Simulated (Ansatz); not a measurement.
# C3H11Al: the cost of one run

All numbers below are computed with Ansatz 0.2.0 (RKS LDA/def2-SVP).

## 1. The starting structure

Bond lengths: Al1–C2 2.290 Å, C2–C3 1.539 Å, Al1–H4 1.543 Å, Al1–H5 1.546 Å, Al1–H6 1.702 Å, Al1–C7 2.287 Å, C2–H8 1.097 Å, C2–H9 1.093 Å, C3–H10 1.091 Å, C3–H11 1.107 Å, C3–H12 1.090 Å, C7–H13 1.093 Å, C7–H14 1.102 Å, C7–H15 1.093 Å. Angles (14 of 28 angles, heavy atoms first): Al1–C2–C3 82.6°, C2–Al1–C7 75.5°, Al1–C2–H8 108.7°, Al1–C2–H9 137.6°, C3–C2–H8 108.1°, C3–C2–H9 108.3°, C2–Al1–H4 108.3°, C2–Al1–H5 119.6°, C2–Al1–H6 37.7°, H4–Al1–C7 116.2°, H5–Al1–C7 113.4°, H6–Al1–C7 37.9°, C2–C3–H10 112.5°, C2–C3–H11 111.0°.

Structure file:

```xyz
15

Al   -0.8569    0.8399   -0.4025
C     0.3907   -1.0233    0.0618
C     0.3072   -1.2152   -1.4627
H    -2.3481    0.4432   -0.3803
H    -0.3997    1.8051   -1.5206
H     0.1918    0.1761    0.7627
C     0.0989    1.2827    1.6279
H    -0.2570   -1.7714    0.5361
H     1.4097   -1.2535    0.3820
H     0.3822   -2.2638   -1.7558
H    -0.6550   -0.8365   -1.8585
H     1.0986   -0.6619   -1.9676
H     1.1599    1.5457    1.6443
H    -0.4201    2.2388    1.8064
H    -0.1023    0.6941    2.5270
```

## 2. A restrained relaxation towards end A

Springs on the bonds that form and break draw the guess towards this end; the thresholds are loose.

File input.yaml:

```yaml
crystal:
  periodic: [false, false, false]
  atoms:
    - { symbol: Al, position_ang: [-0.8569, 0.8399, -0.4025] }
    - { symbol: C, position_ang: [0.3907, -1.0233, 0.0618] }
    - { symbol: C, position_ang: [0.3072, -1.2152, -1.4627] }
    - { symbol: H, position_ang: [-2.3481, 0.4432, -0.3803] }
    - { symbol: H, position_ang: [-0.3997, 1.8051, -1.5206] }
    - { symbol: H, position_ang: [0.1918, 0.1761, 0.7627] }
    - { symbol: C, position_ang: [0.0989, 1.2827, 1.6279] }
    - { symbol: H, position_ang: [-0.257, -1.7714, 0.5361] }
    - { symbol: H, position_ang: [1.4097, -1.2535, 0.382] }
    - { symbol: H, position_ang: [0.3822, -2.2638, -1.7558] }
    - { symbol: H, position_ang: [-0.655, -0.8365, -1.8585] }
    - { symbol: H, position_ang: [1.0986, -0.6619, -1.9676] }
    - { symbol: H, position_ang: [1.1599, 1.5457, 1.6443] }
    - { symbol: H, position_ang: [-0.4201, 2.2388, 1.8064] }
    - { symbol: H, position_ang: [-0.1023, 0.6941, 2.527] }
basis:
  gaussian: { orbitals: def2-SVP }
hamiltonian:
  xc: lda
relax:
  f_tol: 0.15
  max_steps: 25
  restrain:
    - { distance: [0, 6], at: 3.27, k: 30.0 }
    - { distance: [5, 1], at: 2.37, k: 30.0 }
    - { distance: [0, 1], at: 1.97, k: 30.0 }
    - { distance: [5, 6], at: 1.07, k: 30.0 }
```

Command:

```bash
$ ansatz run input.yaml --threads 2 --pin off --max-ram 3072MiB --backend cpu --events-out ev --progress --plain --runs-dir out
```

Q: Estimate wall time and peak memory on 2 threads of Intel Xeon Platinum 8175M at 2.50GHz (Skylake/Cascade Lake), shared host.

About 29 s, with a peak of 0.16 GiB.
